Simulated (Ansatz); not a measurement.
# AlSn4: one candidate of a structure search, part 2 of 2

The task: take a trial cell of AlSn4 to zero force and stress.

Ansatz 0.2.0; DFT PBE, scalar-relativistic, plane waves, PAW.

**4. Full relaxation**

The end of the coarse run is made exact in the group found at a tolerance of 0.06 Å and reduced to its primitive cell.

The input, input.yaml:

```yaml
crystal:
  lattice:
    - [6.4134921536, 0.0, 0.0]
    - [-3.2067460768, 5.554247132, 0.0]
    - [0.0, 0.0, 5.2650754082]
  atoms:
    - { symbol: Al, position: [0.0, 0.0, 0.0] }
    - { symbol: Sn, position: [0.5, 0.0, 0.5] }
    - { symbol: Sn, position: [0.0, 0.5, 0.5] }
    - { symbol: Sn, position: [0.5, 0.5, 0.5] }
    - { symbol: Sn, position: [0.0, 0.0, 0.5] }
basis:
  ecutwfc: 420
kpoints:
  mp_grid: { grid: [6, 6, 8] }
hamiltonian:
  xc: pbe
scf:
  occupations: { method: gaussian, width: 0.1 }
output:
  forces: true
  stress: true
  eigenvalues: true
relax:
  adjacent_minimum: "off"
  f_tol: 0.01
  max_steps: 80
  cell: { stress_tol: 0.05 }
```

On the command line:

```
ansatz run input.yaml --threads 1 --pin off --max-ram 2560MiB --backend cpu --events-out ev --progress --plain --runs-dir out
```

The log of the run:

```text
Warning: RAYON_NUM_THREADS=1 ignored (pool sized by the plan → 1); use --threads N
Engine: ansatz 0.2.0, x86_64-unknown-linux-gnu
Pseudopotentials: kind: paw
Pseudopotential: Al, paw, valence charge 3, recommended cutoff 420 eV (normal), Al.paw.azcp
Pseudopotential: Sn, paw, valence charge 14, recommended cutoff 420 eV (normal), Sn.paw.azcp
Functional definition: PBE
  parameter kappa = 0.804
  parameter beta = 0.06672455060314922
  exchange = pbe_x(kappa = kappa, mu = beta*pi^2/3)
  correlation = pbe_c(beta = beta)
Crystal: 5 atoms, lattice volume = 187.553 Å³
Basis set: ecut = 420 eV, 3713 PW (Γ), exchange–correlation on 90×90×72 points (8 copies of the dense FFT grid, shifted against one another)
Bands: 36, of which v1, the nominal top of the filled ones, is band 30 counted from 1 (29 counted from 0)
Symmetry: 24 space group operations
Space group: P6/mmm (ITA 191), of the structure as read, at distance tolerance 5.7e-5 Å
k-points: 35 of 288
Non-local potential: Al, projectors of the file, l = 0: 2, l = 1: 2, l = 2: 1
Non-local potential: Sn, projectors of the file, l = 0: 2, l = 1: 2, l = 2: 2, l = 3: 2
PAW form: soft (Blöchl's): semilocal exchange-correlation on the pseudo side does not see the compensation charge
PAW one-centre angular grid: Al, 110 points (default); XC on 64 Gauss nodes
PAW one-centre angular grid: Sn, 590 points (default); XC on 64 Gauss nodes
Initial density: superposition of atomic densities (neutral atoms: chi_scale 0, normalization atom), corrected by the library's trained network
Initial wavefunctions: pseudopotential atomic-orbital guess
Functional: x = pbe(κ = 0.804, μ = 0.2195149727645171), c = pbe(β = 0.06672455060314922)
SCF iter   1: F=—  HF=-24631.363553 eV  |F-HF|=—  |Δ(HF+E_count)|=         —  Δρ=2.78e-3  dr2=5.35e-2  ethr=1.77e-3  ⟨swp⟩=7.7  Hψ=5395  notcnv=0
preconditioner: auto → LDOS  [metal: Δε(μ)=0.038 eV  Ē_g=17.758 eV  σ=0.100 eV  W_gap=0.21  n_scr=26 (ndim 8)  ℏωp=20.8 eV  f_vac=0.097  D(μ)=4.37/eV (n_scr^D=26)  β→1.0]
SCF iter   2: F=—  HF=-24631.351035 eV  |F-HF|=—  |Δ(HF+E_count)|=   1.25e-2  Δρ=1.20e-3  dr2=2.38e-3  ethr=9.08e-5  ⟨swp⟩=3.0  Hψ=2631  notcnv=0  defer=5
SCF iter   3: F=—  HF=-24631.351164 eV  |F-HF|=—  |Δ(HF+E_count)|=   1.30e-4  Δρ=6.51e-4  dr2=9.90e-4  ethr=4.04e-6  ⟨swp⟩=2.0  Hψ=2238  notcnv=0  defer=5
SCF iter   4: F=—  HF=-24631.350734 eV  |F-HF|=—  |Δ(HF+E_count)|=   4.31e-4  Δρ=8.30e-5  dr2=2.91e-5  ethr=1.68e-6  ⟨swp⟩=2.0  Hψ=2235  notcnv=0  defer=5
SCF iter   5: F=—  HF=-24631.350699 eV  |F-HF|=—  |Δ(HF+E_count)|=   3.48e-5  Δρ=1.34e-5  dr2=9.89e-7  ethr=4.94e-8  ⟨swp⟩=2.0  Hψ=1504  notcnv=0  defer=5
SCF iter   6: F=-24631.350699 eV  HF=-24631.350699 eV  |F-HF|=4.87e-8  |Δ(HF+E_count)|=   2.02e-7  Δρ=6.63e-6  dr2=5.92e-8  ethr=1.69e-10  ⟨swp⟩=11.2  Hψ=6088  notcnv=0
SCF 1 converged in 6 iterations: F = -24631.350699 eV  dr2 = 5.92e-8
relax step   1: F+E_penalty+E_count = -24631.35069916 eV  Δ(F+E_penalty+E_count) = +0.000e0 eV  max|allowed force component| = 1.363e-28 eV/Å  Δτ_max = 0.0000 Å  P = +0.599 GPa  Ω = 187.553 Å³  (6 SCF iters, dr2 threshold 1.00e-7 eV, accepted)
Crystal: 5 atoms, lattice volume = 192.165 Å³
Basis set: ecut = 420 eV, 3727 PW (Γ), exchange–correlation on 90×90×72 points (8 copies of the dense FFT grid, shifted against one another)
Initial density: handed on by an earlier stage of this run
Initial wavefunctions: those handed on with the density
iter 1 solved again at ethr=1.44e-5 eV; its pass at ethr=3.10e-3 eV (dr2=8.50e-3 eV) is discarded
SCF iter   1: F=—  HF=-24631.377383 eV  |F-HF|=—  |Δ(HF+E_count)|=         —  Δρ=1.16e-3  dr2=9.16e-3  ethr=1.44e-5  ⟨swp⟩=2.0  Hψ=7025  notcnv=0
preconditioner: auto → LDOS  [metal: Δε(μ)=0.011 eV  Ē_g=17.633 eV  σ=0.100 eV  W_gap=0.06  n_scr=26 (ndim 8)  ℏωp=20.6 eV  f_vac=0.105  D(μ)=4.89/eV (n_scr^D=26)  β→1.0]
SCF iter   2: F=—  HF=-24631.375205 eV  |F-HF|=—  |Δ(HF+E_count)|=   2.18e-3  Δρ=3.35e-4  dr2=9.03e-4  ethr=1.44e-5  ⟨swp⟩=2.0  Hψ=1486  notcnv=0
SCF iter   3: F=—  HF=-24631.375038 eV  |F-HF|=—  |Δ(HF+E_count)|=   1.67e-4  Δρ=1.72e-4  dr2=6.48e-5  ethr=1.53e-6  ⟨swp⟩=2.1  Hψ=1846  notcnv=0
SCF iter   4: F=—  HF=-24631.374959 eV  |F-HF|=—  |Δ(HF+E_count)|=   7.92e-5  Δρ=6.54e-5  dr2=1.05e-5  ethr=1.10e-7  ⟨swp⟩=2.0  Hψ=2263  notcnv=0
SCF iter   5: F=-24631.374953 eV  HF=-24631.374953 eV  |F-HF|=5.01e-8  |Δ(HF+E_count)|=   5.26e-6  Δρ=8.07e-6  dr2=9.94e-8  ethr=8.47e-10  ⟨swp⟩=6.7  Hψ=6656  notcnv=0
SCF 2 converged in 5 iterations: F = -24631.374953 eV  dr2 = 9.94e-8
relax step   2: F+E_penalty+E_count = -24631.37495344 eV  Δ(F+E_penalty+E_count) = -2.425e-2 eV  max|allowed force component| = 2.526e-29 eV/Å  Δτ_max = 0.0000 Å  P = +0.079 GPa  Ω = 192.165 Å³  energy of the carried Pulay correction = -5.755e-4 eV  (5 SCF iters, dr2 threshold 5.00e-7 eV, accepted)
Crystal: 5 atoms, lattice volume = 192.893 Å³
Basis set: ecut = 420 eV, 3739 PW (Γ), exchange–correlation on 90×90×72 points (8 copies of the dense FFT grid, shifted against one another)
iter 1 solved again at ethr=3.50e-7 eV; its pass at ethr=3.10e-3 eV (dr2=2.07e-4 eV) is discarded
SCF iter   1: F=—  HF=-24631.375606 eV  |F-HF|=—  |Δ(HF+E_count)|=         —  Δρ=1.84e-4  dr2=2.31e-4  ethr=3.50e-7  ⟨swp⟩=3.0  Hψ=6552  notcnv=0
preconditioner: auto → LDOS  [metal: Δε(μ)=0.008 eV  Ē_g=17.611 eV  σ=0.100 eV  W_gap=0.05  n_scr=26 (ndim 8)  ℏωp=20.5 eV  f_vac=0.110  D(μ)=4.87/eV (n_scr^D=26)  β→1.0]
SCF iter   2: F=—  HF=-24631.375554 eV  |F-HF|=—  |Δ(HF+E_count)|=   5.20e-5  Δρ=5.49e-5  dr2=2.26e-5  ethr=3.50e-7  ⟨swp⟩=2.0  Hψ=1532  notcnv=0
SCF iter   3: F=—  HF=-24631.375486 eV  |F-HF|=—  |Δ(HF+E_count)|=   6.81e-5  Δρ=3.38e-5  dr2=2.23e-6  ethr=3.83e-8  ⟨swp⟩=2.2  Hψ=2152  notcnv=0
SCF iter   4: F=—  HF=-24631.375486 eV  |F-HF|=—  |Δ(HF+E_count)|=   7.49e-7  Δρ=1.04e-5  dr2=3.03e-7  ethr=3.78e-9  ⟨swp⟩=2.0  Hψ=2257  notcnv=0
SCF iter   5: F=-24631.375485 eV  HF=-24631.375485 eV  |F-HF|=5.06e-10  |Δ(HF+E_count)|=   1.43e-7  Δρ=1.10e-6  dr2=2.73e-9  ethr=2.40e-10  ⟨swp⟩=7.3  Hψ=5293  notcnv=0
SCF 3 converged in 5 iterations: F = -24631.375485 eV  dr2 = 2.73e-9
relax step   3: F+E_penalty+E_count = -24631.37548538 eV  Δ(F+E_penalty+E_count) = -5.319e-4 eV  max|allowed force component| = 6.781e-30 eV/Å  Δτ_max = 0.0000 Å  P = +0.010 GPa  Ω = 192.893 Å³  energy of the carried Pulay correction = -6.649e-4 eV  (5 SCF iters, dr2 threshold 1.42e-7 eV, accepted)
Basis set: ecut = 420 eV, 3739 PW (Γ), exchange–correlation on 90×90×80 points (8 copies of the dense FFT grid, shifted against one another)
Initial wavefunctions: pseudopotential atomic-orbital guess (no wavefunctions were taken with the density)
iter 1 solved again at ethr=3.16e-7 eV; its pass at ethr=3.10e-3 eV (dr2=1.87e-4 eV) is discarded
SCF iter   1: F=—  HF=-24631.376183 eV  |F-HF|=—  |Δ(HF+E_count)|=         —  Δρ=2.57e-5  dr2=2.12e-7  ethr=3.16e-7  ⟨swp⟩=3.2  Hψ=8414  notcnv=0
preconditioner: auto → LDOS  [metal: Δε(μ)=0.010 eV  Ē_g=17.610 eV  σ=0.100 eV  W_gap=0.06  n_scr=26 (ndim 8)  ℏωp=20.5 eV  f_vac=0.112  D(μ)=4.87/eV (n_scr^D=26)  β→1.0]
SCF iter   2: F=—  HF=-24631.376192 eV  |F-HF|=—  |Δ(HF+E_count)|=   8.82e-6  Δρ=1.03e-5  dr2=1.41e-7  ethr=3.60e-10  ⟨swp⟩=3.3  Hψ=2726  notcnv=0
SCF iter   3: F=—  HF=-24631.376192 eV  |F-HF|=—  |Δ(HF+E_count)|=   9.14e-8  Δρ=1.61e-6  dr2=2.19e-9  ethr=2.39e-10  ⟨swp⟩=2.0  Hψ=2293  notcnv=0
SCF iter   4: F=—  HF=-24631.376192 eV  |F-HF|=—  |Δ(HF+E_count)|=   3.10e-9  Δρ=2.22e-7  dr2=1.04e-10  ethr=3.71e-12  ⟨swp⟩=2.0  Hψ=2302  notcnv=0
SCF iter   5: F=-24631.376192 eV  HF=-24631.376192 eV  |F-HF|=1.09e-11  |Δ(HF+E_count)|=  4.73e-11  Δρ=4.67e-8  dr2=4.69e-12  ethr=1.00e-12  ⟨swp⟩=7.1  Hψ=4847  notcnv=0
SCF 4 converged in 5 iterations: F = -24631.376192 eV  dr2 = 4.69e-12
relax step   4: F+E_penalty+E_count = -24631.37619157 eV  Δ(F+E_penalty+E_count) = -7.062e-4 eV  max|allowed force component| = 2.033e-29 eV/Å  Δτ_max = 0.0000 Å  P = +0.011 GPa  Ω = 192.893 Å³  stress off target by 3.64e-2 GPa  SCF on the basis re-selected at this cell (its energy is not comparable with the rows above)  (5 SCF iters)
basis re-selected at this cell: Δ(F+E_penalty+E_count) = -7.062e-4 eV, ΔP = +0.001 GPa vs the last step (what re-selecting the basis moved, of the pressure what is left beyond the Pulay correction that the steps carried, after the strain that the cell walked since its last selection, with what the two solves' SCF thresholds leave and, on support functions, any second-order correction that the steps lacked; it is no measure of the basis error at this ecutwfc). The dense FFT grid was sized anew with the basis: this SCF ran on 45×45×40 points, the steps before it on 45×45×36, so part of this shift can come from that change (see relax.cell in the input reference). This SCF's stress stands 3.64e-2 GPa from its target on what of the cell is left free (relax.cell.stress_tol is 5.00e-2 GPa) and its largest allowed force component is 2.03e-29 eV/Å (relax.f_tol is 1.00e-2 eV/Å): within both
SCF converged after 5 iterations
Free energy (F): -24631.376192 eV
Harris-Foulkes:  -24631.376192 eV  (|F-HF|=1.09e-11)
Internal energy: -24631.351833 eV  (E = F + TS)
E sigma→0 (E₀):  -24631.364012 eV
Entropy (-TS):   -0.024358 eV (-4.872 meV/atom)
Fermi energy:    5.397447 eV
--- Per-component energies (eV) ---
  E_band       = -613.965987
  E_kinetic    = 759.846984
  E_local      = -5874.347037  (includes V_loc(G=0)·N_el)
  E_nonlocal   = -119.330161
  E_hartree    = 3220.958074
  E_xc         = -1566.122479
  E_vxc        = -407.125754  (∫ρ·V_xc dr)
  E_paw        = -17006.353817  (= ΣΔE_a)
  E_vpaw       = -1414.926125  (= ΣTr[D̂ρ^β])
  E_aug_tail   = -0.000004  (compensation charges beyond the density's cutoff)
  E_ewald      = -4046.003393
  E_smearing   = -0.024358  (= −TS)
  E_closure    = 0.000000  (closes the sum)
  Σ components = -24631.376192   (vs F -24631.376192, Δ=0.00e0)
--- Forces (eV/Å), atoms counted from 1 ---
  atom   1  Al     0.00000000     0.00000000     0.00000000
  atom   2  Sn     0.00000000     0.00000000     0.00000000
  atom   3  Sn     0.00000000     0.00000000     0.00000000
  atom   4  Sn     0.00000000    -0.00000000     0.00000000
  atom   5  Sn     0.00000000     0.00000000     0.00000000
  max |Σ_I F_I| component: 2.46e-29 eV/Å
--- Stress (GPa, compression-positive) ---
       -0.002395      -0.000000       0.000000
       -0.000000      -0.002395       0.000000
        0.000000       0.000000       0.036410
  P = ⅓ Tr σ = 0.0105 GPa (0.105 kbar)
--- Band table (eV; the first three rows and the last of 35) ---
  k-point 0: bands = ["-16.1124", "-16.1124", "-16.1103", "-16.0883", "-16.0252", "-16.0198", "-16.0198", "-16.0166", "-16.0166", "-15.9534", "-15.9321", "-15.9321", "-15.9016", "-15.9016", "-15.8998", "-15.8897", "-15.8897", "-15.8092", "-15.7947", "-15.7947", "-4.4967", "-0.8674", "0.1781", "0.1781", "1.6926", "1.6926", "2.0437", "2.4227", "3.3505", "5.5938", "7.4279", "7.4279", "7.5619", "7.5619", "9.4022", "9.9199"]
  k-point 1: bands = ["-16.1124", "-16.1124", "-16.1102", "-16.0881", "-16.0252", "-16.0198", "-16.0198", "-16.0165", "-16.0165", "-15.9534", "-15.9321", "-15.9321", "-15.9015", "-15.9015", "-15.8994", "-15.8898", "-15.8898", "-15.8092", "-15.7947", "-15.7947", "-4.4705", "-0.8345", "0.1900", "0.1900", "1.7026", "1.7214", "1.7214", "2.0544", "4.1972", "5.4440", "7.2445", "7.2445", "7.2556", "7.2556", "9.8231", "9.9276"]
  k-point 2: bands = ["-16.1124", "-16.1124", "-16.1101", "-16.0877", "-16.0253", "-16.0199", "-16.0199", "-16.0165", "-16.0165", "-15.9534", "-15.9321", "-15.9321", "-15.9014", "-15.9014", "-15.8985", "-15.8898", "-15.8898", "-15.8092", "-15.7947", "-15.7947", "-4.4042", "-0.7363", "0.2194", "0.2194", "0.8509", "1.7946", "1.7946", "2.0807", "4.7092", "5.9362", "6.7089", "6.7089", "6.8758", "6.8758", "9.9686", "9.9686"]
  k-point 34: bands = ["-16.0322", "-16.0271", "-16.0271", "-16.0213", "-16.0213", "-16.0171", "-15.9924", "-15.9924", "-15.9911", "-15.9708", "-15.9708", "-15.9391", "-15.9389", "-15.9200", "-15.9200", "-15.9041", "-15.9041", "-15.8838", "-15.8754", "-15.8754", "-2.9464", "-2.4510", "-2.4510", "0.0705", "0.9838", "3.8582", "3.8582", "3.8988", "3.8988", "6.8433", "7.0349", "7.3789", "7.3789", "7.8778", "7.8778", "8.9208"]
--- Relaxed structure (3 steps of the walk, 3 accepted, 1 SCFs on fresh bases) ---
  F+E_penalty+E_count = -24631.37619157 eV   max|allowed force component| = 2.033e-29 eV/Å   (the final SCF, on the basis selected at the relaxed cell)
  cell:  # Å, volume = 192.8931 Å³
    - [6.417829189336856, 2.5175245947835804e-34, 0.0]
    - [-3.208914594668428, 5.558003115115007, 2.4917031471253772e-34]
    - [5.904942943973984e-35, 2.3619771775895934e-34, 5.407665255794205]
  atoms:
    - { symbol: Al, position: [-1.8209646954328817e-33, 7.088489796708134e-37, -1.4288805500384323e-38] }
    - { symbol: Sn, position: [0.5, -1.8421043548133126e-36, 0.49999999999999994] }
    - { symbol: Sn, position: [-1.5224637459542805e-35, 0.5, 0.49999999999999994] }
    - { symbol: Sn, position: [0.5, 0.5, 0.49999999999999994] }
    - { symbol: Sn, position: [-6.531964629992389e-34, 2.122031977358518e-37, 0.49999999999999994] }
```

It took 40 s on 1 thread of Intel Xeon at 2.60GHz (Ice Lake), shared host; peak memory 0.59 GiB.

The steps of the relaxation:

```csv
step,E - E(step 1) (eV/cell),largest force component (eV/Å),pressure (GPa),volume (Å³)
1,0.0000,0.0000,0.60,187.55
2,-0.0243,0.0000,0.08,192.17
3,-0.0248,0.0000,0.01,192.89
4,-0.0255,0.0000,0.01,192.89
```

Step 1 is the start. Step 4 repeats the geometry before it on a plane-wave basis chosen anew for that cell, so its energy need not be comparable with the rows above.

|  | before | after | change |
| --- | --- | --- | --- |
| a (Å) | 6.413 | 6.418 | +0.1 % |
| b (Å) | 6.413 | 6.418 | +0.1 % |
| c (Å) | 5.265 | 5.408 | +2.7 % |
| volume (Å³/atom) | 37.51 | 38.58 | +2.8 % |
| shortest distance (Å) | 2.633 | 2.704 | +2.7 % |
| space group (0.01 Å) | P6/mmm | P6/mmm | same |

The run keeps the 24 symmetry operations of the start, so it could not have lowered the symmetry.

**5. A further run, with the input changed**

The input, input.yaml:

```yaml
crystal:
  lattice:
    - [6.4178291893, 0.0, 0.0]
    - [-3.2089145947, 5.5580031151, 0.0]
    - [0.0, 0.0, 5.4076652558]
  atoms:
    - { symbol: Al, position: [0.0, 0.0, 0.0] }
    - { symbol: Sn, position: [0.5, 0.0, 0.5] }
    - { symbol: Sn, position: [0.0, 0.5, 0.5] }
    - { symbol: Sn, position: [0.5, 0.5, 0.5] }
    - { symbol: Sn, position: [0.0, 0.0, 0.5] }
basis:
  ecutwfc: 420
kpoints:
  mp_grid: { grid: [6, 6, 8] }
hamiltonian:
  xc: pbe
  hubbard: { sites: [{ species: Al, l: p, u_eff: -5.0 }] }
scf:
  occupations: { method: gaussian, width: 0.1 }
  max_iter: 80
output:
  forces: true
  eigenvalues: true
  stress: true
```

On the command line:

```
ansatz run input.yaml --threads 1 --pin off --max-ram 2560MiB --backend cpu --events-out ev --progress --plain --runs-dir out
```

The log of the run, cut to the lines that bear on the results:

```text
Warning: RAYON_NUM_THREADS=1 ignored (pool sized by the plan → 1); use --threads N
Al: projections on atomic orbitals take those of the free atom [Ne] 3s2 3p1, of charge +0.00 (hamiltonian.pseudopotentials.projection_atoms); the dataset's partial waves leave at most 3.3e-8 of an orbital's norm unspanned inside its sphere
[...]
  atom   2  Sn     0.00000000     0.00000000     0.00000000
  atom   3  Sn     0.00000000     0.00000000     0.00000000
  atom   4  Sn    -0.00000000     0.00000000     0.00000000
  atom   5  Sn     0.00000000     0.00000000     0.00000000
[...]
--- Stress (GPa, compression-positive) ---
       -0.078826      -0.000000      -0.000000
       -0.000000      -0.078826       0.000000
       -0.000000       0.000000      -1.630248
  P = ⅓ Tr σ = -0.5960 GPa (-5.960 kbar)
--- Band table (eV; the first three rows and the last of 35) ---
[...]
Occupation matrices written to <dir>
```

It took 13 s on 1 thread of Intel Xeon at 2.60GHz (Ice Lake), shared host; peak memory 0.71 GiB.

**6. A look at that input**

The program finished normally. Convergence says nothing about whether the input makes sense.

In the input, hamiltonian.hubbard.sites is [{species: Al, l: p, u_eff: -5.0}]. The U is negative: it rewards fractional occupations of the shell, where a positive U penalises them, and shifts its filled levels up and its empty ones down.

To undo it: delete hamiltonian.hubbard.sites.

| run | ending | energy change | pressure (GPa) | gap (eV) | force (eV/Å) | cycles | time |
| --- | --- | --- | --- | --- | --- | --- | --- |
| step 4 | converged | 0 | 0.0 | 0.00 | 0.00 | - | 40 s |
| altered | converged | -599.1 meV/atom (Hubbard term changed: no physical gain or loss) | -0.6 | 0.00 | 0.00 | 9 | 13 s |

Changing the Hubbard U moves the energy by -599.1 meV/atom, and the pressure goes from 0.0 to -0.6 GPa. The U term adds an energy of its own, so the shift says nothing about which run is better.

**7. What came out**

The summary covers parts 1 to 2. Changes of volume or cell count from the first structure of part 1.

| quantity | value |
| --- | --- |
| symmetry at the end (tolerance 0.05 Å) | space group P6/mmm (No. 191) |
| conventional cell | a = 6.418 Å, b = 6.418 Å, c = 5.408 Å, α = 90.00°, β = 90.00°, γ = 120.00° |
| volume | 38.58 Å³/atom |
| energy over the elements, grey Sn | +0.60 eV/atom |
| gap on the mesh | none (metal) |

In words: The symmetry goes from space group P-62m (No. 189) to space group P6/mmm (No. 191), and the volume per atom grows by 39.0 % from the first guess. The formation energy is positive, so the separate elements lie lower. No finished test with a distortion of lower symmetry is shown, so the end may be a saddle point.
